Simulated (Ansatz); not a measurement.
Task: a polarisability from point charges of BFH₆Si₂, SMILES FB([SiH3])[SiH3], with Ansatz's Python interface. Give the script and its output. Level of theory (for the species named): B3LYP, def2-SVP basis, multiplicity 1.

```xyz
10

F    -1.0207   -1.3517   -1.4520
B    -0.3840   -0.4656   -0.5169
Si   -0.0422    1.3907   -0.9674
Si    0.2507   -1.1673    1.1940
H    -0.5242    1.6817   -2.3147
H    -0.6633    2.2778    0.0315
H     1.4699    1.6169   -0.9178
H    -0.1774   -2.5749    1.2834
H    -0.4651   -0.3980    2.3180
H     1.6394   -1.0609    1.3448
```

The script, `bfh6si2.py`:
```python
# -*- coding: utf-8 -*-
"""Response of BFH6Si2 to a pair of distant point charges."""

import logging
import sys
import warnings

import ansatz as az
import numpy as np

logging.basicConfig(stream=sys.stdout, format="%(levelname)s %(message)s")
logger = logging.getLogger("run")
logger.setLevel(logging.INFO)

BASIS_SET = "def2-SVP"
XC = "B3LYP"

GEOMETRY = """
F    -1.02070   -1.35170   -1.45200
B    -0.38400   -0.46560   -0.51690
Si   -0.04220    1.39070   -0.96740
Si    0.25070   -1.16730    1.19400
H    -0.52420    1.68170   -2.31470
H    -0.66330    2.27780    0.03150
H     1.46990    1.61690   -0.91780
H    -0.17740   -2.57490    1.28340
H    -0.46510   -0.39800    2.31800
H     1.63940   -1.06090    1.34480
"""


def main():
    warnings.simplefilter("ignore", az.DeckWarning)

    bfh6si2 = az.Crystal.molecule()
    for line in GEOMETRY.strip().splitlines():
        symbol, *xyz = line.split()
        bfh6si2 = bfh6si2.atom(symbol, [float(v) for v in xyz])

    calculation = (
        bfh6si2.calculation()
        .basis(gaussian=BASIS_SET)
        .functional(XC)
        .forces()
    )
    # charges +q and -q at -R and +R make a nearly even field 2 k q / R^2 at the centre
    centre = np.mean([site.position_ang for site in bfh6si2.cartesian_sites], axis=0)
    field = 2 * 14.399645 * 2.0 / 30.0 ** 2


    def dipole(axis, sign):
        arm = 30.0 * np.eye(3)[axis]
        pair = [{"charge": sign * 2.0, "position_ang": (centre - arm).tolist()}, {"charge": -sign * 2.0, "position_ang": (centre + arm).tolist()}]
        deck = calculation.input().set(az.key.basis.gaussian.point_charges, pair)
        return np.array(az.Session.from_dict(deck).plan().execute().report["charge_distribution"]["dipole_moment_e_ang"])


    logger.info(f"field {field:.4f} V/A")
    alpha = np.array([(dipole(axis, 1) - dipole(axis, -1)) / (2 * field) * 14.399645 for axis in range(3)])
    logger.info("polarisability tensor (A^3)")
    print(np.array2string(alpha, precision=3, suppress_small=True))
    logger.info(f"mean {np.trace(alpha) / 3:.3f} A^3 = {np.trace(alpha) / 3 / 0.14818471:.2f} bohr^3")


if __name__ == "__main__":
    main()
```

```console
$ python bfh6si2.py
INFO field 0.0640 V/A
INFO polarisability tensor (A^3)
[[ 8.305  0.158  0.356]
 [ 0.157 10.212 -0.931]
 [ 0.358 -0.928  9.866]]
INFO mean 9.461 A^3 = 63.85 bohr^3
```

Reading the output:
- These settings explore the input space; basis and method may be short of convergence.
- The geometry is a force-field or estimated start, not a minimum of this method, and the basis set is short of its limit. The field of two point charges is only nearly even.
- b3lyp holds the VWN-RPA fit, as in Gaussian; the form of ORCA and Turbomole is b3lyp5.
- Without diffuse functions polarisabilities are unreliable, as a rule too low, and they change with the bond lengths of this unrelaxed start.
- Timing: 24 s on 1 thread of Arm Neoverse V1 (shared host), peak memory 0.24 GiB.

(A comment or docstring line of the script was reworded after the run, the code is as it ran; lines on the test bed's own set-up are left out of the output.)
